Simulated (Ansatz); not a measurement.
# H4InOSi radical: up Jacob's ladder to CCSD(T)

One table from this session's results is given with a row withheld; the runs are named, their logs left out.

Method: functionals in def2-TZVPP, the program's frozen cores in correlated methods; program: Ansatz 0.2.0, Gaussian basis.

The runs, in order: LDA (SPW92), PBE-D4, revPBE-D4, BLYP-D4, r2SCAN-D4, B97M-V, PBE0-D4, B3LYP-D4, r2SCANh-D4, r2SCAN0-D4, HSE06-D4, BHLYP-D4, CAM-B3LYP-D4, LC-ωPBE, ωB97X-V, ωB97M-V, B2PLYP, PBE-QIDH; CCSD(T)/def2-SVP; CCSD(T)/def2-TZVPP; MP2/def2-QZVPP; extrapolation to the limit; RPA on PBE.

### Structure used throughout

An earlier PBE0-D4 in a triple-zeta def2 set relaxation fixed the geometry. In takes the def2 core potential; no spin-orbit term is included.

SMILES `[SiH3][O][InH]`, 7 atoms, charge 0, spin multiplicity 2.

Atoms are counted from 1 here; the program's logs count them from 0.

Bond lengths: Si1–O2 1.625 Å, Si1–H4 1.490 Å, Si1–H5 1.495 Å, Si1–H6 1.490 Å, O2–In3 2.002 Å, In3–H7 1.772 Å. Angles: O2–Si1–H4 110.7°, O2–Si1–H5 111.9°, O2–Si1–H6 110.7°, H4–Si1–H5 107.6°, H4–Si1–H6 108.2°, H5–Si1–H6 107.6°, Si1–O2–In3 141.8°, O2–In3–H7 112.6°.

Set-up of the first run:

in.yaml

```yaml
crystal:
  periodic: [false, false, false]
  atoms:
    - {symbol: Si, position_ang: [-0.961450, 0.595669, -0.254350]}
    - {symbol: O, position_ang: [0.217249, -0.339854, 0.357902]}
    - {symbol: In, position_ang: [2.097977, -0.929591, 0.008917]}
    - {symbol: H, position_ang: [-2.179399, -0.213518, -0.541730]}
    - {symbol: H, position_ang: [-0.544735, 1.254720, -1.529414]}
    - {symbol: H, position_ang: [-1.334243, 1.670808, 0.707975]}
    - {symbol: H, position_ang: [2.704591, -2.038235, 1.250690]}
basis:
  gaussian: {orbitals: def2-TZVPP}
magnetization: {spin_polarized: true, initial_magnetization: 1}
hamiltonian: {xc: lda}
output: {orbitals: {seedname: orbitals}}
```

Among the steps run: LDA; PBE-D4 (GGA); revPBE-D4 (GGA); BLYP-D4 (GGA); r2SCAN-D4 (meta-GGA); B97M-V (meta-GGA); PBE0-D4 (hybrid); B3LYP-D4 (hybrid); r2SCANh-D4 (hybrid); r2SCAN0-D4 (hybrid); HSE06-D4 (hybrid); BHLYP-D4 (hybrid); CAM-B3LYP-D4 (range-separated); LC-ωPBE (range-separated); ωB97X-V (range-separated); ωB97M-V (range-separated); B2PLYP (double hybrid); PBE-QIDH (double hybrid).

One of the session's tables, all rows but one given; the rest of the session is left out.

It belongs to the step «Orbital energies across the functionals». 

```
  functional  HOMO (eV)  LUMO (eV)  gap (eV)
 LDA (SPW92)      -5.29      -4.47      0.82
      PBE-D4      -5.20      -4.16      1.04
   revPBE-D4      -5.17      -4.06      1.11
     BLYP-D4      -5.08      -4.20      0.88
   r2SCAN-D4      -5.59      -3.80      1.79
      B97M-V      -5.30      -4.42      0.88
     PBE0-D4      -6.24      -3.30      2.94
    B3LYP-D4      -6.05      -3.71      2.34
  r2SCANh-D4      -5.97      -3.50      2.47
  r2SCAN0-D4      -6.54      -3.05      3.49
    HSE06-D4          ?          ?         ?
    BHLYP-D4      -7.13      -2.59      4.54
CAM-B3LYP-D4      -7.46      -2.48      4.97
     LC-ωPBE      -8.71      -1.09      7.62
     ωB97X-V      -8.28      -1.48      6.81
     ωB97M-V      -8.26      -1.72      6.54
```

**Question.** Estimate the row for HSE06-D4.

**Answer.** HOMO (eV): -5.85; LUMO (eV): -3.67; gap (eV): 2.17. In the column «HOMO (eV)» it lies between r2SCANh-D4 (-5.97) and r2SCAN-D4 (-5.59).
